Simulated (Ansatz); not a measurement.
The system is Y3F.

```xyz
4
Lattice="6.2667 0.0000 0.0000 -3.1333 5.4271 0.0000 0.0000 0.0000 3.3620" Properties=species:S:1:pos:R:3 pbc="T T T"
Y     3.1333    0.0000    0.0000
Y    -1.5667    2.7135    0.0000
Y     1.5667    2.7135    0.0000
F     0.0000    0.0000    0.0000
```

The cell was built by a generator and needn't be a form met in nature.

Base run:

```yaml
Program: Ansatz 0.2.0
Functional: BLYP
Potentials_or_basis: Ansatz PAW
Cutoff: 420 eV
Density_cutoff: 1680 eV
k_mesh: 4 × 4 × 6
Occupations: fermi-dirac, width 0.05 eV
Spin: no spin polarisation
```

Its results: band gap on the k mesh none (metal or under the smearing width); pressure 1.3 GPa.

Q: The run is repeated on the same cell with these changes: functional from BLYP to r2SCAN; cutoff from 420 eV to 500 eV; density cutoff from 1680 eV to 2000 eV. What comes out?

A: Band gap on the k mesh none (metal or under the smearing width); pressure -0.5 GPa.

Caveats: the PAW data sets come from PBE, with cores solved anew for the run's functional, which leaves a small shift of forces and pressure; the potentials were made for another functional, which shifts forces and pressure (some runs).

Not every run made on this cell is shown here.
